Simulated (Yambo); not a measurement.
# NbTe (P-6m2) in Yambo: a series of runs

One crystal, NbTe, is run at these levels: PBEsol; tasks: optical spectrum.

Program: Yambo 5.3.0. These are calculated values, not measurements. Logs are shortened: lines on timing, memory, paths and dates and some standing lists are left out, and cuts for length are marked.

## Step 1: Starting point

The structure is hexagonal, space group P-6m2 (No. 187). Conventional cell: a = 3.703 Å, b = 3.703 Å, c = 3.694 Å, α = 90.00°, β = 90.00°, γ = 120.00°. Te (site symmetry -6m2) is surrounded by 6 Nb at 2.83 Å. Around Nb (site symmetry -6m2) lie 6 Te at 2.83 Å.

The cell comes from a database or a generator and needn't be the stable form of this composition.

## Step 2: Optical spectrum, PBEsol

Input file optics3.in:

```
optics
chi
Chimod= "IP"
% BndsRnXd
 1 | 30 |
%
% LongDrXd
 1 | 0 | 0 |
%
% QpntsRXd
 1 | 1 |
%
% EnRngeXd
 0 | 30 | eV
%
% DmRngeXd
 0.2 | 0.2 | eV
%
ETStpsXd= 200
```

Input file scf.in:

```
&CONTROL
  calculation = 'scf'
  prefix = 'pwscf'
  outdir = './tmp'
  pseudo_dir = './pseudo'
/
&SYSTEM
  ibrav = 0
  nat = 2
  ntyp = 2
  ecutwfc = 82
  nbnd = 22
  occupations = 'smearing'
  smearing = 'fd'
  degauss = 0.00367493
  force_symmorphic = .true.
/
&ELECTRONS
  conv_thr = 4d-10
  electron_maxstep = 120
  mixing_beta = 0.5
/
ATOMIC_SPECIES
Te   127.6000 Te.upf
Nb    92.9064 Nb.upf
CELL_PARAMETERS angstrom
   3.7029743866    0.0000000000    0.0000000000
  -1.8514871933    3.2068698884    0.0000000000
   0.0000000000    0.0000000000    3.6942110000
ATOMIC_POSITIONS angstrom
Te     1.8514871935    1.0689566294    0.0000000000
Nb     0.0000000000    0.0000000000    1.8471055000
K_POINTS automatic
12 12 12 0 0 0
```

Input file nscf.in:

```
&CONTROL
  calculation = 'nscf'
  prefix = 'pwscf'
  outdir = './tmp'
  pseudo_dir = './pseudo'
/
&SYSTEM
  ibrav = 0
  nat = 2
  ntyp = 2
  ecutwfc = 82
  nbnd = 35
  occupations = 'smearing'
  smearing = 'fd'
  degauss = 0.00367493
  force_symmorphic = .true.
/
&ELECTRONS
  conv_thr = 1d-08
  diago_full_acc = .true.
  diago_thr_init = 1d-06
/
ATOMIC_SPECIES
Te   127.6000 Te.upf
Nb    92.9064 Nb.upf
CELL_PARAMETERS angstrom
   3.7029743866    0.0000000000    0.0000000000
  -1.8514871933    3.2068698884    0.0000000000
   0.0000000000    0.0000000000    3.6942110000
ATOMIC_POSITIONS angstrom
Te     1.8514871935    1.0689566294    0.0000000000
Nb     0.0000000000    0.0000000000    1.8471055000
K_POINTS automatic
12 12 12 0 0 0
```

Potentials or basis: PseudoDojo 0.4.1 SR PBEsol standard.

Started as:

```bash
$ OMP_NUM_THREADS=1 pw.x -in scf.in > scf.out
$ OMP_NUM_THREADS=1 pw.x -in nscf.in > nscf.out
$ cd tmp/pwscf.save; p2y; mv SAVE ../..; cd ../..
$ OMP_NUM_THREADS=1 yambo
$ OMP_NUM_THREADS=1 yambo -F optics3.in -J optics3 -C optics3_out
```

Yambo's report:

```text
[... sections 02.01 to 02.04 as in the set-up run ...]

  [02.05] Energies & Occupations
  ==============================

  [X] === General ===
  [X] Electronic Temperature                        :  0.258606E-1   300.100    [eV K]
  [X] Bosonic    Temperature                        :  0.258606E-1   300.100    [eV K]
  [X] Finite Temperature mode                       : yes
  [X] El. density                                   :  0.66107E+24 [cm-3]
  [X] Fermi Level                                   :  16.02336 [eV]

  [X] === Gaps and Widths ===
  [X] Conduction Band Min                           :  16.02336 [eV]
  [X] Valence Band Max                              :  16.02336 [eV]
  [X] Filled Bands                                  :  14
  [X] Metallic Bands                                :  15  16
  [X] Empty Bands                                   :   17   35

  [X] === Metallic Characters ===
  [X] N of el / N of met el                         :  29.00000   1.07936
  [X] Average metallic occ.                         :  0.134920

  [WARNING] [X] Metallic system

 [03] Transferred momenta grid and indexing
 ==========================================

 IBZ Q-points                                      :  133
 BZ  Q-points                                      :  1728

 K/Q-points units:
 rlu = crystal or reduced units; cc = cartesian coordinates; iku = interal k-units

 Q [  1]        [rlu]:  0.000000  0.000000  0.000000
 Q [  2]        [rlu]:  0.000000  0.000000  0.083333
 Q [  3]        [rlu]:  0.000000  0.000000  0.166667
 Q [  4]        [rlu]:  0.000000  0.000000  0.250000
 Q [  5]        [rlu]:  0.000000  0.000000  0.333333
 Q [  6]        [rlu]:  0.000000  0.000000  0.416667
 Q [  7]        [rlu]:  0.000000  0.000000 -0.500000
 Q [  8]        [rlu]: -0.13177E-17  0.83333E-01   0.0000
 Q [  9]        [rlu]: -0.13177E-17  0.83333E-01  0.83333E-01
 Q [ 10]        [rlu]: -0.13177E-17  0.83333E-01  0.16667
 Q [ 11]        [rlu]: -0.13177E-17  0.83333E-01  0.25000
 Q [ 12]        [rlu]: -0.13177E-17  0.83333E-01  0.33333
 Q [ 13]        [rlu]: -0.13177E-17  0.83333E-01  0.41667
 Q [ 14]        [rlu]: -0.13177E-17  0.83333E-01 -0.50000
 Q [ 15]        [rlu]: -0.26354E-17  0.16667       0.0000
 Q [ 16]        [rlu]: -0.26354E-17  0.16667      0.83333E-01
 Q [ 17]        [rlu]: -0.26354E-17  0.16667      0.16667
 Q [ 18]        [rlu]: -0.26354E-17  0.16667      0.25000
 Q [ 19]        [rlu]: -0.26354E-17  0.16667      0.33333
 Q [ 20]        [rlu]: -0.26354E-17  0.16667      0.41667
 Q [ 21]        [rlu]: -0.26354E-17  0.16667     -0.50000
 Q [ 22]        [rlu]: -0.39531E-17  0.25000       0.0000
 Q [ 23]        [rlu]: -0.39531E-17  0.25000      0.83333E-01
 Q [ 24]        [rlu]: -0.39531E-17  0.25000      0.16667
 Q [ 25]        [rlu]: -0.39531E-17  0.25000      0.25000
 Q [ 26]        [rlu]: -0.39531E-17  0.25000      0.33333
 Q [ 27]        [rlu]: -0.39531E-17  0.25000      0.41667
 Q [ 28]        [rlu]: -0.39531E-17  0.25000     -0.50000
 Q [ 29]        [rlu]: -0.52708E-17  0.33333       0.0000
 Q [ 30]        [rlu]: -0.52708E-17  0.33333      0.83333E-01
 Q [ 31]        [rlu]: -0.52708E-17  0.33333      0.16667
 Q [ 32]        [rlu]: -0.52708E-17  0.33333      0.25000
 Q [ 33]        [rlu]: -0.52708E-17  0.33333      0.33333
 Q [ 34]        [rlu]: -0.52708E-17  0.33333      0.41667
 Q [ 35]        [rlu]: -0.52708E-17  0.33333     -0.50000
 Q [ 36]        [rlu]: -0.65885E-17  0.41667       0.0000
 Q [ 37]        [rlu]: -0.65885E-17  0.41667      0.83333E-01
 Q [ 38]        [rlu]: -0.65885E-17  0.41667      0.16667
 Q [ 39]        [rlu]: -0.65885E-17  0.41667      0.25000
 Q [ 40]        [rlu]: -0.65885E-17  0.41667      0.33333
 Q [ 41]        [rlu]: -0.65885E-17  0.41667      0.41667
 Q [ 42]        [rlu]: -0.65885E-17  0.41667     -0.50000
 Q [ 43]        [rlu]:  0.79062E-17 -0.50000       0.0000
 Q [ 44]        [rlu]:  0.79062E-17 -0.50000      0.83333E-01
 Q [ 45]        [rlu]:  0.79062E-17 -0.50000      0.16667
 Q [ 46]        [rlu]:  0.79062E-17 -0.50000      0.25000
 Q [ 47]        [rlu]:  0.79062E-17 -0.50000      0.33333
 Q [ 48]        [rlu]:  0.79062E-17 -0.50000      0.41667
 Q [ 49]        [rlu]:  0.79062E-17 -0.50000     -0.50000
 Q [ 50]        [rlu]:  0.083333  0.083333  0.000000

 Remaining 83 points informations can be written running with -fatlog

 [WARNING] [Xd] User bands 1-30 break level degeneracy

 [04] Dipoles
 ============

  [04.01] Setup: observables and procedures
  =========================================

  [WF-Oscillators/G space/Transverse up loader] Normalization (few states)  min/max  :  0.21113E-16   1.0000

  [WR./optics3//ndb.dipoles]------------------------------------------------------
   Brillouin Zone Q/K grids (IBZ/BZ)                :   133  1728   133  1728
   RL vectors                                       :   4689 [WF]
   Fragmentation                                    : yes
   Electronic Temperature                           :  300.1000 [K]
   Bosonic    Temperature                           :  300.1000 [K]
   DIP band range                                   :   1  30
   DIP band range limits                            :  16  15
   DIP e/h energy range                             : -1.000000 -1.000000 [eV]
   RL vectors in the sum                            :   4689
   [r,Vnl] included                                 : yes
   Bands ordered                                    : yes
   Direct v evaluation                              : no
   Approach used                                    : G-space v
   Dipoles computed                                 : R V P [G-space]
   Wavefunctions                                    : Perdew, Burke & Ernzerhof SOL(X)+Perdew, Burke & Ernzerhof SOL(C)

  [WARNING] [r,Vnl^pseudo] included in position and velocity dipoles.

  [WARNING] In case H contains other non local terms, these are neglected

 [05] Optics
 ===========

 [X-CG] R(p) Tot o/o(of R):    26207   406215      100

 [WARNING] The system is a metal but Drude term not included.
```

o-optics3.eps_q1_ip:

```text
# Absorption @ Q(1):   1.00000000      0.00000000      0.00000000    [q->0 direction]
#
# [ X ] Hartree size                              :  1
# [GEN] GF Energies                               : Perdew, Burke & Ernzerhof SOL(X)+Perdew, Burke & Ernzerhof SOL(C)
# [GEN] Green`s Function                          : Retarded
#
# [GEN] Gauge                                     : Length
# [GEN] [r,Vnl] included                          : yes
#
#    E[1] [eV]          Im(eps)            Re(eps)
#
        0.000000          -0.38341E-15        37.29840
        0.150754           5.332283           37.07939
        0.301508           11.19359           33.54761
        0.452261           11.37353           29.56079
        0.603015           13.37868           30.36974
        0.753769           19.19070           27.82964
[... 192 lines left out ...]
        29.84925           0.043307           1.127526
        30.00000           0.047282           1.159546
#
```

Run time: 10 min. Hardware: 1 thread of Intel Xeon at 2.50GHz (Skylake/Cascade Lake), shared host; peak memory 0.32 GiB.

Results:

```yaml
Band_gap_on_the_k_mesh_mean-field_level: none (metal or under the smearing width)
```

Dielectric function (along the field direction of the input):
| energy (eV) | real part | imaginary part |
| --- | --- | --- |
| 0.30 | 33.55 | 11.19 |
| 0.75 | 27.83 | 19.19 |
| 1.21 | 12.96 | 15.69 |
| 1.81 | 12.71 | 14.55 |
| 2.26 | 9.27 | 14.38 |
| 2.71 | 6.52 | 12.94 |
| 3.32 | 5.41 | 11.49 |
| 3.77 | 6.58 | 10.31 |
| 4.22 | 5.76 | 13.37 |
| 4.82 | 1.25 | 13.35 |
| 5.28 | -0.40 | 10.76 |
| 5.73 | -0.47 | 9.74 |
| 6.33 | -1.71 | 8.06 |
| 6.78 | -1.37 | 7.60 |
| 7.24 | -2.10 | 7.13 |
| 7.84 | -1.64 | 5.39 |
| 8.29 | -1.60 | 6.08 |
| 8.74 | -2.34 | 5.13 |
| 9.35 | -2.52 | 4.62 |
| 9.80 | -2.78 | 3.91 |
| 10.25 | -2.80 | 3.33 |
| 10.85 | -2.39 | 2.27 |
| 11.31 | -2.27 | 2.08 |
| 11.76 | -1.88 | 1.59 |
| 12.36 | -1.47 | 1.42 |
| 12.81 | -1.38 | 1.34 |
| 13.27 | -1.14 | 1.21 |
| 13.87 | -1.10 | 1.16 |
| 14.32 | -1.05 | 0.89 |
| 14.77 | -0.80 | 0.79 |
| 15.38 | -0.69 | 0.78 |
| 15.83 | -0.62 | 0.70 |
| 16.28 | -0.57 | 0.66 |
| 16.88 | -0.54 | 0.50 |
| 17.34 | -0.40 | 0.38 |
| 17.79 | -0.29 | 0.33 |
| 18.39 | -0.16 | 0.29 |
| 18.84 | -0.07 | 0.27 |
| 19.30 | 0.00 | 0.26 |
| 19.90 | 0.04 | 0.25 |

Energy-loss function:
| energy (eV) | loss |
| --- | --- |
| 0.0 | 0.000 |
| 1.4 | 0.037 |
| 2.6 | 0.057 |
| 3.9 | 0.065 |
| 5.3 | 0.093 |
| 6.5 | 0.126 |
| 7.8 | 0.170 |
| 9.2 | 0.165 |
| 10.4 | 0.173 |
| 11.8 | 0.262 |
| 13.1 | 0.413 |
| 14.3 | 0.470 |
| 15.7 | 0.762 |
| 16.9 | 0.931 |
| 18.2 | 2.400 |
| 19.6 | 3.627 |
| 20.8 | 3.222 |
| 22.2 | 1.050 |
| 23.5 | 0.423 |
| 24.7 | 0.253 |
| 26.1 | 0.087 |
| 27.4 | 0.039 |
| 28.6 | 0.031 |
| 30.0 | 0.035 |

Caveat: the intraband (Drude) term of the metal is left out; the ground state has no gap, which makes the many-body step unreliable; independent-particle spectra lack excitons.

## Step 3: Optical spectrum, PBEsol

Input file optics4.in:

```
optics
chi
Chimod= "HARTREE"
% BndsRnXd
 1 | 30 |
%
NGsBlkXd= 2 Ry
% LongDrXd
 0 | 1 | 0 |
%
% QpntsRXd
 1 | 1 |
%
% EnRngeXd
 0 | 15 | eV
%
% DmRngeXd
 0.3 | 0.3 | eV
%
ETStpsXd= 200
```

scf.in is that of step 2.

nscf.in is that of step 2.

Potentials or basis: PseudoDojo 0.4.1 SR PBEsol standard.

Started as:

```bash
$ OMP_NUM_THREADS=1 pw.x -in scf.in > scf.out
$ OMP_NUM_THREADS=1 pw.x -in nscf.in > nscf.out
$ cd tmp/pwscf.save; p2y; mv SAVE ../..; cd ../..
$ OMP_NUM_THREADS=1 yambo
$ OMP_NUM_THREADS=1 yambo -F optics4.in -J optics4 -C optics4_out
```

Yambo's report:

```text
[... sections 02.01 to 02.04 as in the set-up run ...]

  [02.05] Energies & Occupations
  ==============================

  [X] === General ===
  [X] Electronic Temperature                        :  0.258606E-1   300.100    [eV K]
  [X] Bosonic    Temperature                        :  0.258606E-1   300.100    [eV K]
  [X] Finite Temperature mode                       : yes
  [X] El. density                                   :  0.66107E+24 [cm-3]
  [X] Fermi Level                                   :  16.02336 [eV]

  [X] === Gaps and Widths ===
  [X] Conduction Band Min                           :  16.02336 [eV]
  [X] Valence Band Max                              :  16.02336 [eV]
  [X] Filled Bands                                  :  14
  [X] Metallic Bands                                :  15  16
  [X] Empty Bands                                   :   17   35

  [X] === Metallic Characters ===
  [X] N of el / N of met el                         :  29.00000   1.07936
  [X] Average metallic occ.                         :  0.134920

  [WARNING] [X] Metallic system

 [03] Transferred momenta grid and indexing
 ==========================================

 IBZ Q-points                                      :  133
 BZ  Q-points                                      :  1728

 K/Q-points units:
 rlu = crystal or reduced units; cc = cartesian coordinates; iku = interal k-units

 Q [  1]        [rlu]:  0.000000  0.000000  0.000000
 Q [  2]        [rlu]:  0.000000  0.000000  0.083333
 Q [  3]        [rlu]:  0.000000  0.000000  0.166667
 Q [  4]        [rlu]:  0.000000  0.000000  0.250000
 Q [  5]        [rlu]:  0.000000  0.000000  0.333333
 Q [  6]        [rlu]:  0.000000  0.000000  0.416667
[... 42 lines left out ...]
 Q [ 49]        [rlu]:  0.79062E-17 -0.50000     -0.50000
 Q [ 50]        [rlu]:  0.083333  0.083333  0.000000

 Remaining 83 points informations can be written running with -fatlog

 [WARNING] [Xd] User bands 1-30 break level degeneracy

 [04] Dipoles
 ============

  [04.01] Setup: observables and procedures
  =========================================

  [WF-Oscillators/G space/Transverse up loader] Normalization (few states)  min/max  :  0.21113E-16   1.0000

  [WR./optics4//ndb.dipoles]------------------------------------------------------
   Brillouin Zone Q/K grids (IBZ/BZ)                :   133  1728   133  1728
   RL vectors                                       :   4689 [WF]
   Fragmentation                                    : yes
   Electronic Temperature                           :  300.1000 [K]
   Bosonic    Temperature                           :  300.1000 [K]
   DIP band range                                   :   1  30
   DIP band range limits                            :  16  15
   DIP e/h energy range                             : -1.000000 -1.000000 [eV]
   RL vectors in the sum                            :   4689
   [r,Vnl] included                                 : yes
   Bands ordered                                    : yes
   Direct v evaluation                              : no
   Approach used                                    : G-space v
   Dipoles computed                                 : R V P [G-space]
   Wavefunctions                                    : Perdew, Burke & Ernzerhof SOL(X)+Perdew, Burke & Ernzerhof SOL(C)

  [WARNING] [r,Vnl^pseudo] included in position and velocity dipoles.

  [WARNING] In case H contains other non local terms, these are neglected

 [05] Optics
 ===========

 [X-CG] R(p) Tot o/o(of R):    26207   406215      100

 [WARNING] The system is a metal but Drude term not included.
```

o-optics4.eps_q1_inv_rpa_dyson:

```text
# Absorption @ Q(1):   0.00000000      1.00000000      0.00000000    [q->0 direction]
#
# [ X ] Hartree size                              :  27
# [GEN] GF Energies                               : Perdew, Burke & Ernzerhof SOL(X)+Perdew, Burke & Ernzerhof SOL(C)
# [GEN] Green`s Function                          : Retarded
#
# [GEN] Gauge                                     : Length
# [GEN] [r,Vnl] included                          : yes
#
#    E[1] [eV]          Im(eps)            Re(eps)            Im(eps_o)          Re(eps_o)
#
        0.000000           0.000000           33.99092           0.53036E-16        34.16679
        0.075377           2.232917           33.86396           2.241599           34.03921
        0.150754           4.488545           33.42285           4.505790           33.59604
        0.226131           6.655083           32.54770           6.680096           32.71720
        0.301508           8.448596           31.26136           8.479603           31.42631
        0.376884           9.667452           29.90671           9.703001           30.06799
[... 192 lines left out ...]
        14.92462           0.785480          -0.693065           0.824676          -0.747670
        15.00000           0.779984          -0.670987           0.824727          -0.728483
#
```

It took 11 min on 1 thread of Intel Xeon at 2.50GHz (Skylake/Cascade Lake), shared host; peak memory 0.88 GiB.

What came out:

| Quantity | Value |
| --- | --- |
| Band gap on the k mesh, mean-field level | none (metal or under the smearing width) |

Dielectric function (along the field direction of the input):
| energy (eV) | real part | imaginary part |
| --- | --- | --- |
| 0.30 | 31.26 | 8.45 |
| 0.68 | 26.69 | 14.50 |
| 1.06 | 16.55 | 17.15 |
| 1.43 | 13.78 | 13.58 |
| 1.81 | 12.45 | 13.77 |
| 2.19 | 10.14 | 13.96 |
| 2.56 | 7.95 | 13.59 |
| 2.94 | 6.67 | 12.45 |
| 3.32 | 5.60 | 11.94 |
| 3.69 | 5.60 | 11.13 |
| 4.07 | 5.33 | 12.50 |
| 4.45 | 2.94 | 13.04 |
| 4.82 | 0.75 | 12.19 |
| 5.20 | -0.36 | 10.50 |
| 5.58 | -0.57 | 9.42 |
| 5.95 | -1.00 | 8.94 |
| 6.33 | -1.68 | 7.68 |
| 6.71 | -1.33 | 7.00 |
| 7.09 | -1.51 | 6.81 |
| 7.46 | -1.98 | 6.17 |
| 7.84 | -1.77 | 5.41 |
| 8.22 | -1.68 | 5.43 |
| 8.59 | -2.20 | 5.06 |
| 8.97 | -2.21 | 4.53 |
| 9.35 | -2.33 | 4.13 |
| 9.72 | -2.44 | 3.68 |
| 10.10 | -2.43 | 3.22 |
| 10.48 | -2.46 | 2.73 |
| 10.85 | -2.18 | 2.24 |
| 11.23 | -2.01 | 2.05 |
| 11.61 | -1.88 | 1.68 |
| 11.98 | -1.60 | 1.46 |
| 12.36 | -1.37 | 1.34 |
| 12.74 | -1.22 | 1.28 |
| 13.12 | -1.09 | 1.17 |
| 13.49 | -0.96 | 1.14 |
| 13.87 | -0.93 | 1.12 |
| 14.25 | -0.93 | 0.97 |
| 14.62 | -0.80 | 0.83 |
| 15.00 | -0.67 | 0.78 |

Caveat: the intraband (Drude) term of the metal is left out; the ground state has no gap, which makes the many-body step unreliable; these spectra lack excitons. Spin-orbit coupling is left out, which matters for the levels of Te.

(Continued in part 2 of 2.)
